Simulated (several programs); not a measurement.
## Many methods on one cell: Mg₂NCl (R-3m)

Mg₂NCl (R-3m) from a database structure, relaxed with r2SCAN in Ansatz, was computed with several methods. Space group R-3m (No. 166), trigonal; conventional cell a = 3.293 Å, c = 17.814 Å, 13.94 Å³ an atom. Around Mg lie 3 N at 2.15 Å and 3 Cl at 2.74 Å; around N lie 6 Mg at 2.15 Å; around Cl lie 6 Mg at 2.74 Å. (Simulation; spin polarisation is off.)

Space group R-3m:H (No. 166). a = 3.293 Å, b = 3.293 Å, c = 17.814 Å, α = 90.00°, β = 90.00°, γ = 120.00°
```csv
atom,site,symmetry,x,y,z
Mg,6c,3m,0.3333,0.6667,0.8896
N,3b,-3m,0.6667,0.3333,0.8333
Cl,3a,-3m,0.0000,0.0000,0.0000
```

Gaps and times are for a single point on this cell; volume and bulk modulus come from each method's own relaxation or energy curve at fixed shape, which is too stiff where a cell has free coordinates or axes. Times are rough, from shared hosts (AMD EPYC 9R45 96-Core Processor; Arm Neoverse V1), and each method has its own mesh and cell size. A dagger marks a closed or tiny gap in a crystal that DFT finds insulating: a failure of the method or a wrong SCF state. A double dagger marks a value from a curve with shape and coordinates held. PM6 (MOPAC), PM7 (MOPAC), GFN1-xTB (tblite), GFN2-xTB (tblite) treat a cluster of cells at its zone centre, which samples few k points: where these miss a band edge, the gap comes out too large for that reason alone. Gaps from k meshes are read at a limited set of points (mesh, symmetry points, PBE's band edges), so each method's own least gap may be somewhat smaller. xTB and the PM methods were fitted mostly to molecules, and can miss a solid's gap by electronvolts. Minimal bases can be far off for gaps. Times of the plane-wave ladder aren't listed, since it ran on unlike processors and cards. GLLB-SC's gap includes the derivative discontinuity. G0W0 is at finite bands, cutoff and mesh. d marks a direct gap, i an indirect one (no mark: not told apart), a dash a value that wasn't computed or didn't pass its checks.

```json
{"method": "PBEsol", "kind": "semilocal", "gap (eV)": "–", "own volume (Å³/atom)": "13.88", "bulk modulus (GPa)": "–", "atoms computed": "4", "processor time": "–"}
{"method": "light PBE (260 eV and a coarse mesh)", "kind": "light plane-wave", "gap (eV)": "2.35 d", "own volume (Å³/atom)": "–", "bulk modulus (GPa)": "–", "atoms computed": "4", "processor time": "0.44 s"}
{"method": "PBE", "kind": "semilocal", "gap (eV)": "2.44 d", "own volume (Å³/atom)": "14.33", "bulk modulus (GPa)": "87‡", "atoms computed": "4", "processor time": "–"}
{"method": "r2SCAN", "kind": "semilocal", "gap (eV)": "3.12 d", "own volume (Å³/atom)": "13.94", "bulk modulus (GPa)": "96‡", "atoms computed": "4", "processor time": "–"}
{"method": "GFN1-xTB (tblite)", "kind": "tight binding", "gap (eV)": "0.00†", "own volume (Å³/atom)": "–", "bulk modulus (GPa)": "–", "atoms computed": "cluster", "processor time": "7.5 s"}
{"method": "LDA", "kind": "semilocal", "gap (eV)": "2.35 d", "own volume (Å³/atom)": "13.35", "bulk modulus (GPa)": "–", "atoms computed": "4", "processor time": "–"}
{"method": "GFN2-xTB (tblite)", "kind": "tight binding", "gap (eV)": "1.41", "own volume (Å³/atom)": "–", "bulk modulus (GPa)": "–", "atoms computed": "cluster", "processor time": "21 s"}
{"method": "PM7 (MOPAC)", "kind": "semi-empirical", "gap (eV)": "3.98", "own volume (Å³/atom)": "–", "bulk modulus (GPa)": "–", "atoms computed": "cluster", "processor time": "26 s"}
{"method": "PBE/SZV (CP2K)", "kind": "small basis", "gap (eV)": "0.49 d", "own volume (Å³/atom)": "–", "bulk modulus (GPa)": "–", "atoms computed": "4", "processor time": "38 s"}
{"method": "PBE/single zeta (GPAW)", "kind": "small basis", "gap (eV)": "2.68 i", "own volume (Å³/atom)": "–", "bulk modulus (GPa)": "–", "atoms computed": "4", "processor time": "43 s"}
{"method": "GLLB-SC (GPAW)", "kind": "model potential", "gap (eV)": "4.67", "own volume (Å³/atom)": "–", "bulk modulus (GPa)": "–", "atoms computed": "4", "processor time": "50 s"}
{"method": "PBE/DZVP (CP2K)", "kind": "small basis", "gap (eV)": "2.25 d", "own volume (Å³/atom)": "–", "bulk modulus (GPa)": "–", "atoms computed": "4", "processor time": "52 s"}
{"method": "PM6 (MOPAC)", "kind": "semi-empirical", "gap (eV)": "2.45", "own volume (Å³/atom)": "–", "bulk modulus (GPa)": "–", "atoms computed": "cluster", "processor time": "63 s"}
{"method": "G0W0@LDA (140 eV screening cutoff)", "kind": "many-body", "gap (eV)": "3.80", "own volume (Å³/atom)": "–", "bulk modulus (GPa)": "–", "atoms computed": "4", "processor time": "–"}
{"method": "G0W0@r2SCAN (140 eV screening cutoff)", "kind": "many-body", "gap (eV)": "4.16", "own volume (Å³/atom)": "–", "bulk modulus (GPa)": "–", "atoms computed": "4", "processor time": "–"}
{"method": "HSE06", "kind": "hybrid", "gap (eV)": "3.65 d", "own volume (Å³/atom)": "13.92", "bulk modulus (GPa)": "–", "atoms computed": "4", "processor time": "–"}
{"method": "PBE0", "kind": "hybrid", "gap (eV)": "4.35 d", "own volume (Å³/atom)": "–", "bulk modulus (GPa)": "–", "atoms computed": "4", "processor time": "–"}
{"method": "DDH-PBE0", "kind": "hybrid", "gap (eV)": "4.11 d", "own volume (Å³/atom)": "–", "bulk modulus (GPa)": "–", "atoms computed": "4", "processor time": "–"}
{"method": "G0W0@HSE06 (140 eV screening cutoff)", "kind": "many-body", "gap (eV)": "4.42", "own volume (Å³/atom)": "–", "bulk modulus (GPa)": "–", "atoms computed": "4", "processor time": "–"}
{"method": "G0W0@PBE (210 eV screening cutoff)", "kind": "many-body", "gap (eV)": "3.88", "own volume (Å³/atom)": "–", "bulk modulus (GPa)": "–", "atoms computed": "4", "processor time": "–"}
```

Against HSE06 (3.65 eV) and with closed or daggered gaps left aside, the nearest gap at the points sampled is that of G0W0@LDA (140 eV screening cutoff) (+0.15 eV) and the farthest that of PBE/SZV (CP2K) (-3.16 eV). HSE06 is only a yardstick of convenience, and nearness to it can be luck.

Volumes against r2SCAN's: PBEsol -0.5 %, PBE +2.8 %, LDA -4.2 %, HSE06 -0.2 %.
